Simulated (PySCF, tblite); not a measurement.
**C₅H₁₁OSi radical: geometry, infrared bands and EPR parameters**

Wanted: the infrared bands and EPR parameters of C₅H₁₁OSi radical (`[H]/[C]=C\O[SiH2]CCC`), by calculation.

The runs use tblite 0.8.0 and PySCF 2.14.0, with density-fitted response routines of our own; the level of theory stands in each step. All values are computed, except where a source is named. Atoms count from 0, in the outputs and in this text.

## 1. The starting structure

18 atoms, charge 0, multiplicity 2; geometry from: force field or distance geometry start.

Bonds of the start (Å): C0–C1 1.32, C1–O2 1.41, O2–Si3 1.76, Si3–C4 1.84, C4–C5 1.51, C5–C6 1.53, C0–H7 1.08, C1–H8 1.07, Si3–H9 1.48, Si3–H10 1.46, C4–H11 1.12, C4–H12 1.13, C5–H13 1.12, C5–H14 1.09, C6–H15 1.12, C6–H16 1.09, C6–H17 1.11.

## 2. Relaxing the molecule with GFN2-xTB

The job: settings as JSON, then the geometry in Å.

```
{"job": {"kind": "relax", "xc": "GFN2-xTB", "basis": "xTB"}, "charge": 0, "multiplicity": 2}
C      3.464500     1.412700    -0.537300
C      2.544900     0.841400     0.211600
O      2.394700    -0.558600     0.288600
Si     0.995900    -1.314600    -0.465500
C     -0.483600    -0.341900     0.040800
C     -1.538400    -0.185900    -1.028700
C     -2.638700     0.660400    -0.382400
H      4.112000     0.795900    -1.134900
H      1.916600     1.469000     0.815700
H      0.891000    -2.711300     0.022900
H      1.263500    -1.337800    -1.904700
H     -0.198400     0.665700     0.426000
H     -0.948000    -0.867900     0.926100
H     -1.912300    -1.223400    -1.247700
H     -1.194400     0.242900    -1.971700
H     -3.110800    -0.002100     0.381700
H     -3.397100     0.937900    -1.118200
H     -2.170200     1.524000     0.136300
```

The run is started by

```bash
> OMP_NUM_THREADS=1 python probes_run.py task.json out
```

The driver reads the jobs from task.json and runs them one after another.

Log:

```text
step      E/eV     max force
  0    -598.48619    2.612
  1    -598.72552    1.317
  2    -598.85140    1.173
  3    -598.90605    0.740
  4    -598.94950    0.593
  5    -598.97763    0.501
  6    -599.00616    0.490
  7    -599.03164    0.422
  8    -599.05725    0.519
  9    -599.08011    0.470
 10    -599.09826    0.307
 11    -599.11135    0.239
 12    -599.12085    0.235
 13    -599.12763    0.196
 14    -599.13252    0.151
 15    -599.13756    0.174
 16    -599.14340    0.197
 17    -599.14867    0.203
 18    -599.15228    0.167
 19    -599.15483    0.123
 20    -599.15739    0.138
 21    -599.16032    0.131
 22    -599.16315    0.131
 23    -599.16574    0.138
 24    -599.16882    0.150
 25    -599.17325    0.196
 26    -599.17870    0.189
 27    -599.18351    0.150
 28    -599.18660    0.098
 29    -599.18849    0.097
 30    -599.19029    0.106
 31    -599.19215    0.083
 32    -599.19355    0.081
 33    -599.19441    0.057
 34    -599.19492    0.052
 35    -599.19530    0.043
 36    -599.19563    0.041
 37    -599.19589    0.034
 38    -599.19606    0.035
 39    -599.19618    0.026
 40    -599.19629    0.027
 41    -599.19639    0.025
 42    -599.19648    0.020
 43    -599.19656    0.022
 44    -599.19665    0.028
 45    -599.19677    0.029
 46    -599.19692    0.038
 47    -599.19711    0.040
 48    -599.19732    0.034
 49    -599.19758    0.048
 50    -599.19789    0.049
 51    -599.19820    0.038
 52    -599.19843    0.031
 53    -599.19860    0.029
 54    -599.19880    0.036
 55    -599.19914    0.049
 56    -599.19964    0.056
 57    -599.20017    0.052
 58    -599.20060    0.057
 59    -599.20100    0.052
 60    -599.20153    0.060
 61    -599.20225    0.067
 62    -599.20303    0.068
 63    -599.20372    0.071
 64    -599.20439    0.060
 65    -599.20523    0.076
 66    -599.20616    0.074
 67    -599.20697    0.067
 68    -599.20763    0.078
 69    -599.20824    0.086
 70    -599.20906    0.100
 71    -599.21011    0.077
 72    -599.21233    0.098
 73    -599.21335    0.097
 74    -599.21593    0.119
 75    -599.21788    0.091
 76    -599.21852    0.194
 77    -599.22077    0.085
 78    -599.22271    0.099
 79    -599.22729    0.119
 80    -599.22878    0.199
 81    -599.22928    0.139
 82    -599.23108    0.068
 83    -599.23187    0.081
 84    -599.23304    0.073
 85    -599.23398    0.071
 86    -599.23471    0.065
 87    -599.23532    0.059
 88    -599.23604    0.081
 89    -599.23686    0.062
 90    -599.23766    0.061
 91    -599.23819    0.041
 92    -599.23853    0.037
 93    -599.23891    0.045
 94    -599.23934    0.038
 95    -599.23971    0.037
 96    -599.23999    0.040
 97    -599.24020    0.029
 98    -599.24039    0.031
 99    -599.24056    0.026
100    -599.24071    0.027
101    -599.24086    0.027
102    -599.24101    0.026
103    -599.24117    0.030
104    -599.24139    0.040
105    -599.24180    0.060
106    -599.24256    0.076
107    -599.24380    0.122
108    -599.24557    0.116
109    -599.24763    0.130
110    -599.24946    0.135
111    -599.25073    0.195
112    -599.25346    0.103
113    -599.25687    0.078
114    -599.25911    0.174
115    -599.26031    0.068
116    -599.26141    0.084
117    -599.26324    0.102
118    -599.26478    0.119
119    -599.26702    0.135
120    -599.27193    0.195
121    -599.27404    0.198
122    -599.27898    0.218
123    -599.28349    0.231
124    -599.29120    0.208
125    -599.29685    0.169
126    -599.29745    0.291
127    -599.30212    0.242
128    -599.30607    0.151
129    -599.30908    0.124
130    -599.31203    0.181
131    -599.31747    0.173
132    -599.32254    0.213
133    -599.32778    0.269
134    -599.33416    0.305
135    -599.34134    0.304
136    -599.34737    0.216
137    -599.35026    0.331
138    -599.35372    0.159
139    -599.35667    0.088
140    -599.35857    0.105
141    -599.35991    0.105
142    -599.36135    0.083
143    -599.36205    0.068
144    -599.36258    0.074
145    -599.36307    0.052
146    -599.36352    0.045
147    -599.36382    0.038
148    -599.36416    0.047
149    -599.36444    0.055
150    -599.36475    0.038
151    -599.36508    0.050
152    -599.36545    0.044
153    -599.36583    0.052
154    -599.36628    0.051
155    -599.36685    0.050
156    -599.36764    0.079
157    -599.36851    0.091
158    -599.36968    0.114
159    -599.37082    0.073
160    -599.37220    0.065
161    -599.37274    0.066
162    -599.37329    0.061
163    -599.37369    0.062
164    -599.37426    0.047
165    -599.37480    0.052
166    -599.37531    0.049
167    -599.37571    0.065
168    -599.37606    0.057
169    -599.37634    0.039
170    -599.37672    0.056
171    -599.37724    0.071
172    -599.37792    0.064
173    -599.37864    0.067
174    -599.37938    0.106
175    -599.38010    0.089
176    -599.38089    0.066
177    -599.38163    0.062
178    -599.38248    0.105
179    -599.38329    0.125
180    -599.38399    0.120
181    -599.38451    0.077
182    -599.38489    0.042
183    -599.38520    0.046
184    -599.38553    0.047
185    -599.38588    0.050
186    -599.38631    0.045
187    -599.38681    0.078
188    -599.38750    0.069
189    -599.38812    0.132
190    -599.38860    0.080
191    -599.38879    0.054
192    -599.38899    0.053
193    -599.38910    0.025
194    -599.38930    0.022
195    -599.38954    0.034
196    -599.38985    0.041
197    -599.39021    0.049
198    -599.39054    0.073
199    -599.39075    0.041
200    -599.39101    0.047
201    -599.39130    0.031
202    -599.39152    0.021
203    -599.39162    0.017
204    -599.39168    0.016
205    -599.39172    0.021
206    -599.39176    0.022
207    -599.39178    0.022
208    -599.39180    0.014
209    -599.39181    0.011
210    -599.39183    0.010
211    -599.39185    0.009
```

It took 1.2 s on 1 thread of Arm Neoverse V2, shared host; peak memory 0.18 GiB.

Relaxation path: (not every step is listed)

```csv
step,energy from step 0 (eV),largest force (eV/Å)
0,0.0000,2.6118
1,-0.2393,1.3167
2,-0.3652,1.1727
3,-0.4199,0.7396
4,-0.4633,0.5932
5,-0.4914,0.5010
6,-0.5200,0.4896
7,-0.5455,0.4220
8,-0.5711,0.5189
27,-0.6973,0.1503
46,-0.7107,0.0376
65,-0.7190,0.0757
84,-0.7468,0.0733
103,-0.7550,0.0301
122,-0.7928,0.2180
141,-0.8737,0.1048
160,-0.8860,0.0650
179,-0.8971,0.1247
198,-0.9044,0.0734
206,-0.9056,0.0220
207,-0.9056,0.0221
208,-0.9056,0.0136
209,-0.9056,0.0114
210,-0.9056,0.0102
211,-0.9057,0.0085
```

Distances of close pairs at the start and the end, largest changes first:

```csv
bond,before (Å),after (Å),change (Å)
O2–Si3,1.760,1.627,-0.133
Si3–C4,1.842,1.893,+0.052
C1–O2,1.410,1.368,-0.042
C4–H12,1.130,1.091,-0.038
C5–H13,1.124,1.092,-0.033
C6–H15,1.116,1.088,-0.028
C0–C1,1.316,1.292,-0.025
C4–H11,1.116,1.092,-0.024
```

The final coordinates are the input of the step that follows.

## 3. Vibrational analysis with GFN2-xTB

The job: settings as JSON, then the geometry in Å.

```
{"job": {"kind": "ir", "xc": "GFN2-xTB", "basis": "xTB"}, "charge": 0, "multiplicity": 2}
C      4.235877    -0.086368    -0.201085
C      3.367548     0.475201     0.573237
O      2.005697     0.455619     0.442180
Si     1.040494    -0.235943    -0.669468
C     -0.681958     0.253570    -0.054225
C     -1.784192    -0.324589    -0.931782
C     -3.169736     0.083123    -0.443490
H      4.284987    -0.679050    -1.081604
H      3.657057     1.047956     1.449139
H      1.227846    -1.690742    -0.695734
H      1.317743     0.294755    -2.008834
H     -0.778958     1.340555    -0.033262
H     -0.828261    -0.089798     0.971470
H     -1.708042    -1.413593    -0.939095
H     -1.647091     0.016743    -1.959629
H     -3.324812    -0.250966     0.580540
H     -3.943888    -0.355623    -1.069089
H     -3.279069     1.165467    -0.470445
```

Log:

```text
mode    cm-1     km/mol
  1      44.2      0.01
  2      55.0      0.08
  3      76.9      0.03
  4     101.4      0.01
  5     152.4      1.75
  6     169.1      0.28
  7     235.0      0.07
  8     240.5      1.00
  9     349.2      1.43
 10     421.3     22.37
 11     488.8     57.19
 12     560.4     27.90
 13     608.1     38.42
 14     734.2     60.32
 15     739.4    284.41
 16     741.6     52.01
 17     762.1     18.04
 18     786.1     53.93
 19     819.3    202.69
 20     840.2      5.78
 21     902.8     21.92
 22     956.1      4.36
 23    1009.0     25.30
 24    1064.3    161.78
 25    1078.0     10.66
 26    1124.6      9.62
 27    1226.2      0.75
 28    1244.8      0.32
 29    1247.9     17.05
 30    1284.0      0.05
 31    1353.9      2.82
 32    1414.2      0.75
 33    1478.4      0.86
 34    1503.6      1.55
 35    1504.0      2.98
 36    1508.0      0.26
 37    1682.6     27.24
 38    2208.3    443.87
 39    2244.6    132.47
 40    2962.7      0.71
 41    2974.9     93.64
 42    2981.2     13.03
 43    2988.2     49.67
 44    2989.5      7.50
 45    3026.5     60.34
 46    3028.7     60.10
 47    3033.9     36.45
 48    3218.9      4.27
```

Run time: 0.51 s. Hardware: 1 thread of Arm Neoverse V2, shared host; peak memory 0.18 GiB.

Which atoms move in the most intense modes:

```csv
cm⁻¹,km/mol,atoms
734,60.3,"H11 24 %, H12 24 %, H13 14 %, H14 14 %"
739,284.4,"H10 33 %, H9 32 %, H7 13 %"
819,202.7,"H10 46 %, H9 46 %"
1064,161.8,"O2 55 %, C1 31 %"
2208,443.9,"H10 49 %, H9 47 %"
2245,132.5,"H9 50 %, H10 48 %"
2975,93.6,"H14 28 %, H13 27 %, H11 18 %, H12 17 %"
3026,60.3,"H15 54 %, H17 35 %"
```

## 4. g tensor and hyperfine couplings: B3LYP/pcH-1

The job, as its differences from that of step 3:

```diff
@@ -1,2 +1,2 @@
-{"job": {"kind": "ir", "xc": "GFN2-xTB", "basis": "xTB"}, "charge": 0, "multiplicity": 2}
+{"job": {"kind": "epr", "basis": "pcH-1"}, "charge": 0, "multiplicity": 2}
 C      4.235877    -0.086368    -0.201085
```

With the program's defaults for keys left out, this is: UKS B3LYP, pcH-1 on C H O Si, non-relativistic, mean-field spin-orbit, GIAO.

Log:

```text
UKS, coarse grid
  cycle   1  E = -561.71034507  |g| = 5.61e-01
  cycle   2  E = -561.49873862  |g| = 9.25e-01
  cycle   3  E = -561.82149784  |g| = 1.66e-01
  cycle   4  E = -561.83268329  |g| = 5.47e-02
  cycle   5  E = -561.83411615  |g| = 1.78e-02
  cycle   6  E = -561.83427292  |g| = 5.74e-03
  cycle   7  E = -561.83429948  |g| = 2.22e-03
  cycle   8  E = -561.83430846  |g| = 1.33e-03
  cycle   9  E = -561.83431273  |g| = 5.10e-04
UKS, final grid
  cycle   1  E = -561.83429088  |g| = 5.13e-04
  cycle   2  E = -561.83429087  |g| = 7.62e-04
  cycle   3  E = -561.83429117  |g| = 1.78e-04
  cycle   4  E = -561.83429121  |g| = 1.20e-04
  cycle   5  E = -561.83429125  |g| = 4.51e-05
  cycle   6  E = -561.83429125  |g| = 1.05e-05
E = -561.83429125 Eh   <S^2> = 0.7583 (exact 0.7500)
g shifts (ppm)      1          2          3
  rmc          -155       -155       -155
  gc             34        -71         13
  oz_so        -797        421        463
  total        -918        196        321
hyperfine (MHz)  atom isotope    a_iso     a_fc   dipolar eigenvalues
    0   13C     338.85     338.97    -81.34    -60.29    141.63
    1   13C      29.68      29.67    -17.45      3.09     14.37
    2   17O     -36.05     -36.03    -26.13     10.09     16.04
    3  29Si       1.12       1.12     -1.03      0.06      0.97
    4   13C       0.36       0.36     -0.24     -0.20      0.44
    5   13C       1.08       1.08     -0.19     -0.17      0.36
    6   13C       0.15       0.15     -0.08     -0.07      0.15
    7    1H      14.74      14.74    -33.08     -6.81     39.89
    8    1H      68.40      68.41     -6.89     -4.15     11.04
    9    1H      -0.27      -0.27     -1.86     -1.44      3.31
   10    1H      -0.30      -0.30     -1.84     -1.43      3.28
   11    1H       0.14       0.14     -0.63     -0.58      1.21
   12    1H       0.22       0.22     -0.64     -0.58      1.22
   13    1H      -0.07      -0.07     -0.38     -0.28      0.67
   14    1H      -0.07      -0.07     -0.38     -0.28      0.67
   15    1H      -0.02      -0.02     -0.20     -0.17      0.37
   16    1H       0.12       0.12     -0.16     -0.13      0.29
   17    1H      -0.02      -0.02     -0.19     -0.17      0.36
```

It took 1.7 min on 1 thread of Arm Neoverse V2, shared host; peak memory 0.97 GiB.

Principal g values 2.00140, 2.00252, 2.00264; g(iso) = 2.00219, against 2.00232 for a free electron.

Hyperfine couplings; where a row names several nuclei, a(iso) is their mean (it holds for fast rotation or exchange) and the dipolar term the largest among them:

```csv
nuclei,isotope,a(iso) (MHz),"a(iso) (G, at g = 2.0023)",largest dipolar term (MHz)
C0,13C,338.8,120.9,141.6
H8,1H,68.4,24.4,11.0
O2,17O,-36.1,-12.9,-26.1
C1,13C,29.7,10.6,-17.5
H7,1H,14.7,5.3,39.9
Si3,29Si,1.1,0.4,-1.0
C5,13C,1.1,0.4,0.4
C4,13C,0.4,0.1,0.4
"H9, H10",1H,-0.3,-0.1,3.3
"H11, H12",1H,0.2,0.1,1.2
C6,13C,0.1,0.1,0.1
"H13, H14",1H,-0.1,0.0,0.7
"H15, H16, H17",1H,0.0,0.0,0.4
```

Mulliken spin populations:

C0 1.05; C1 -0.12; O2 0.05; Si3 0.00; C4 0.00; C5 0.00; C6 0.00; H7 -0.01; H8 0.03; H9 0.00; H10 0.00; H11 0.00; H12 0.00; H13 0.00; H14 0.00; H15 0.00; H16 0.00; H17 0.00

In first order the couplings over 0.8 MHz of 1H give 4 distinct lines over 29.7 G, if the averaged nuclei exchange fast; the same motion can average rows kept apart here too.

Orbitals, density, ELF and potential are computed afterwards from the orbital file.

ELF in a plane through or near 10 of the atoms.

Ten even steps from '0' (0.00) to '9' (1.00):
```
0000000000000000000000000000
0000000000000000000000000000
0000013100000000000000000000
0000399700000000000000000000
0000799901310001000000000000
0000599914740023200111000000
0000069748860157401453000000
0023231185761455512675100000
0167777277853824745425310000
0278837626511874959529971000
0167846301065254436689993000
0024899501200111675259992000
0002999601453100674106860000
0001999300232100342000100000
0000686000010000010000000000
0000000000000000000000000000
0000000000000000000000000000
0000000000000000000000000000
0000000000000000000000000000
0000000000000000000000000000
```
The map spans 13.7 Å across and 8.8 Å up, centred on the molecule. Atoms in the plane (x, y in Å): C0 (-4.2, -0.2), C1 (-3.4, 0.8), O2 (-2.1, 0.8), Si3 (-1.0, -0.5), C4 (0.7, 0.4), C5 (1.8, -0.5), C6 (3.2, 0.2), H7 (-4.2, -1.3), H8 (-3.8, 1.8), H16 (4.0, -0.5).

log10 of the density (e/Å³) in the same plane.

Ten even steps from '0' (-4.0) to '9' (1.4):
```
0000000000000000000000000000
0000011100000000000000000000
0000123211000011100000000000
0001344432211222221111000000
0012456644443344433333210000
0013467756654455544444321000
0123567777765566655565431000
0234567879875677656776532100
1245678778876779766787542100
1345787767777777777787653100
1245777655699666797777653100
1235677545676655777656542100
0134676544566545666544432000
0023555434555434555433221000
0012344323444333443321110000
0001222212233222222210000000
0000000001111100110000000000
0000000000000000000000000000
0000000000000000000000000000
0000000000000000000000000000
```
The map spans 13.7 Å across and 8.8 Å up, centred on the molecule. Atoms in the plane (x, y in Å): C0 (-4.2, -0.2), C1 (-3.4, 0.8), O2 (-2.1, 0.8), Si3 (-1.0, -0.5), C4 (0.7, 0.4), C5 (1.8, -0.5), C6 (3.2, 0.2), H7 (-4.2, -1.3), H8 (-3.8, 1.8), H16 (4.0, -0.5).

On the surface of density 0.002 e/bohr³ the electrostatic potential runs, from the 1st to the 99th percentile, from -0.85 V near O2 to 1.15 V near H7.

The spin density lies nearest to C0 73 %; C1 10 % (both signs); H8 6 %.

## 5. What came out

| quantity | value |
| --- | --- |
| strongest single infrared mode (GFN2-xTB) | 2208 cm⁻¹, 444 km/mol |
| zero-point energy (GFN2-xTB) | 88.9 kcal/mol |
| g(iso) (B3LYP) | 2.00219 |
| ⟨S²⟩ | 0.758 (exact 0.75) |
| largest a(iso) (averaged by class) | 13C on C0, 338.8 MHz |
| potential on the surface of density 0.002 e/bohr³, 1st and 99th percentile | -0.85 V and 1.15 V |

What this shows: The optimisation took 211 steps and gained 0.906 eV; among the close pairs (by a distance rule), O2–Si3 changed most, from 1.760 to 1.627 Å. No mode is imaginary among the 48: a minimum at this level. The strongest single mode, at 2208 cm⁻¹, moves mainly H10 and H9. Unscaled tight-binding wavenumbers are off by several per cent, some by more. Its intensities can rank the bands wrongly. Most of the unpaired spin sits on C0 (1.05 e). The isotropic g lies 0.1 ppt below the free-electron value. These values are for one conformer; the search (at its own cheap level) found 2 more, at 0.82, 1.93 kcal/mol, and measured spectra average over such forms.
